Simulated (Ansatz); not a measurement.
# GaH₃ (triplet): from Hartree-Fock to the top rungs, cc-pVTZ

One table from this session's results is given with a row withheld; the runs are named, their logs left out.

Method: cc-pVTZ, core rule «outside noble gas», up to 14 orbitals frozen; program: Ansatz 0.2.0, Gaussian basis.

Plan: UHF; CCSD(T) on ROHF; CCSD(T) on UHF; BCCD(T) on ROHF; CCSDT(Q) on ROHF; CCSDT(Q) on UHF; CASSCF and MRCISD+Q, 6 electrons in 7 orbitals; CASSCF and NEVPT2, 6 electrons in 7 orbitals.

23 further runs of the same task are left out: 8 for a known fault of the program, 6 that didn't finish, 9 set aside as unsound or not needed. Runs told in other sessions of the task aren't counted.

## The geometry

The geometry is a PBE0/def2-TZVP stationary point (not a proven minimum). No spin-orbit coupling is included. The filled d shell of Ga may be among the frozen orbitals whatever the setting's name suggests.

4 atoms, charge 0, spin multiplicity 3.

Atoms are counted from 1 here; the program's logs count them from 0.

Bond lengths: Ga1–H2 1.585 Å, Ga1–H3 1.955 Å, Ga1–H4 1.955 Å, H3–H4 0.811 Å. Angles: H2–Ga1–H3 100.5°, H2–Ga1–H4 100.5°, H3–Ga1–H4 23.9°, Ga1–H3–H4 78.0°, Ga1–H4–H3 78.0°.

The first run:

Input file in.yaml:

```yaml
crystal:
  periodic: [false, false, false]
  atoms:
    - {symbol: Ga, position_ang: [0.000000, 0.027726, -0.045695]}
    - {symbol: H, position_ang: [0.000000, -1.477599, -0.541473]}
    - {symbol: H, position_ang: [0.405418, -0.220158, 1.851181]}
    - {symbol: H, position_ang: [-0.405418, -0.220158, 1.851181]}
basis:
  gaussian: {orbitals: cc-pVTZ}
magnetization: {spin_polarized: true, initial_magnetization: 2}
hamiltonian: {xc: hf}
output: {orbitals: {seedname: orbitals}}
```

On the command line:

```
ansatz run in.yaml --threads 1 --pin off --events-out ev --progress --plain --max-ram 2393MiB
```

Steps of the session up to this table: UHF; CCSD(T) on ROHF; CCSD(T) on UHF; BCCD(T) on ROHF; CCSDT(Q) on ROHF; CCSDT(Q) on UHF; CASSCF and MRCISD+Q, 6 electrons in 7 orbitals; CASSCF and NEVPT2, 6 electrons in 7 orbitals.

One table of the session follows, with a row left open; its other results are not shown here.

| method | from UCCSDT(Q) (meV) |
| --- | --- |
| ROHF | +2898.0 |
| UHF | +2838.3 |
| RMP2 | +665.3 |
| UMP2 | +640.0 |
| RCCSD | +95.3 |
| UCCSD | +76.5 |
| RCCSD(T) | +34.9 |
| UCCSD(T) | +17.7 |
| BCCD(T) | ? |
| RCCSDT | +18.3 |
| UCCSDT | +1.3 |
| RCCSDT(Q) | +17.1 |
| UCCSDT(Q) | 0 |
| CASSCF valence | +1716.5 |
| NEVPT2 valence | +552.8 |
| MRCISD valence | +98.6 |
| MRCISD+Q valence | +37.3 |

**Question.** Estimate the row for BCCD(T).

**Answer.** from UCCSDT(Q) (meV): +34.4. In the column «from UCCSDT(Q) (meV)» it lies between RCCSDT (+18.3) and RCCSD(T) (+34.9).

With the free atoms at the same levels and basis (separate runs), the atomisation energy is 5.718 eV at UCCSDT(Q), 5.696 eV at RCCSD(T), 5.709 eV at UCCSD(T), 4.204 eV at ROHF.

Caveats from the session: Restricted and unrestricted rows rest on different reference determinants; a gap between their highest levels can come from leftover correlation error, from unlike frozen cores or from another state.
